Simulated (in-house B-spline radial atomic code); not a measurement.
# F⁷⁺: a test of the number of damped steps

Aim: see how the result and the number of iterations for F⁷⁺ depend on the number of damped steps.

The numbers are computed with in-house B-spline radial atomic code version 1 (non-relativistic B97-1, spherical fractional occupations, point nucleus, basis-set limit), except any that are marked as measured or tabulated.

**1. What is computed**

| Item | Value |
| --- | --- |
| element | fluorine (Z = 9) |
| charge | +7 |
| electrons | 2 |
| configuration | 1s2 |
| Hamiltonian | non-relativistic |
| nucleus | point |

A run counts as converged when the orbital gradient is under the tolerance times 10 hartree (or under the basis's noise floor) and the energy moved by less than 1e-8 hartree times the root of its size. Energy differences under 2e-07 hartree are noise.

Settings, as recorded:

```ini
Z = 9
electrons = 2.0
configuration = 1s2
hamiltonian = nr
method = b97_1
spin_polarised = False
knot_spacing = 0.22
spline_order = 8
gauss_points = 12
box_radius = 7.79
max_iterations = 70
damping = 0.5
damped_steps = 3
diis_vectors = 10
tolerance = 1e-08
start = Thomas-Fermi
```

This reference run was done before. Its total energy is -75.525126 hartree, and its levels are (the highest eight at most):

| orbital | occupation | energy (eV) | <r> (bohr) |
| --- | --- | --- | --- |
| 1s | 2 | -911.67 | 0.1743 |

**2. Number of damped steps 0**

Settings, as recorded:

```ini
Z = 9
electrons = 2.0
configuration = 1s2
hamiltonian = nr
method = b97_1
spin_polarised = False
knot_spacing = 0.22
spline_order = 8
gauss_points = 12
box_radius = 7.79
max_iterations = 70
damping = 0.5
damped_steps = 0
diis_vectors = 10
tolerance = 1e-08
start = Thomas-Fermi
```

Run with:

```
python run_scf.py task.json out
```

The settings of every run stand in task.json; they run in order.

**3. Number of damped steps 1**

Settings: those of step 2 with these lines changed.

```diff
@@ -12,3 +12,3 @@
 damping = 0.5
-damped_steps = 0
+damped_steps = 1
 diis_vectors = 10
```

**4. Number of damped steps 8**

Settings: those of step 3 with these lines changed.

```diff
@@ -12,3 +12,3 @@
 damping = 0.5
-damped_steps = 1
+damped_steps = 8
 diis_vectors = 10
```

**5. Number of damped steps 30**

Settings: those of step 4 with these lines changed.

```diff
@@ -12,3 +12,3 @@
 damping = 0.5
-damped_steps = 8
+damped_steps = 30
 diis_vectors = 10
```

**Question.** Which of these runs converge to the reference energy, which miss it and by about how much, and which fail?

The runs gave:

| run | outcome | iterations | energy less the reference (hartree) |
| --- | --- | --- | --- |
| reference | converged | 7 | 0 |
| number of damped steps 0 | converged | 5 | below noise |
| number of damped steps 1 | converged | 5 | below noise |
| number of damped steps 8 | converged | 11 | below noise |
| number of damped steps 30 | converged | 19 | below noise |

**Reading.** Of 4 changed inputs, 4 gave the reference energy within 1e-05 hartree. Among the runs that reach the reference energy the iterations number 5 to 19, against 7: this setting changes the number of steps, not the answer. No value tried here spoils the result.
